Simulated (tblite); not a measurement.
# C2H9NOSi2: the cost of one run

Programs: tblite 0.8.0 and PySCF 2.14.0, with density-fitted response routines of our own. Each step states its level of theory. These are calculated values for one molecule in the gas phase, unless marked as measured. Atoms are numbered from 0 throughout.

### Step 1. The molecule as given

15 atoms, charge 0, multiplicity 1; geometry from: force field or distance geometry start.

Bonds of the start (Å): C0–C1 1.34, C1–Si2 1.82, Si2–N3 1.78, Si2–Si4 2.22, Si4–O5 1.72, C0–H6 1.10, C0–H7 1.09, C1–H8 1.10, Si2–H9 1.49, N3–H10 1.06, N3–H11 1.04, Si4–H12 1.46, Si4–H13 1.47, O5–H14 1.00.

### Step 2. Relaxing the molecule with GFN2-xTB

The job: settings as JSON, then the geometry in Å.

```
{"job": {"kind": "relax", "xc": "GFN2-xTB", "basis": "xTB"}, "charge": 0, "multiplicity": 1}
C      2.351400    -1.100900    -0.577800
C      1.007600    -1.077000    -0.540800
Si     0.034000     0.234600     0.258700
N      0.636300     1.887600    -0.024600
Si    -2.130800     0.154600    -0.242300
O     -2.995500    -0.456500     1.111900
H      2.778400    -1.969200    -1.095600
H      2.969600    -0.313900    -0.141200
H      0.454200    -1.914800    -0.992000
H      0.112600     0.003300     1.729700
H      0.569900     2.410800     0.899700
H      1.613200     1.894400    -0.374900
H     -2.435700    -0.701100    -1.390800
H     -2.617700     1.511400    -0.507800
H     -2.351700    -0.555400     1.865900
```

The run is started by

```bash
> OMP_NUM_THREADS=1 python probes_run.py task.json out
```

The driver reads the jobs from task.json and runs them one after another.

**Question.** How long does this first job take on 1 thread of Arm Neoverse N1, shared host?

About 2.2 s.
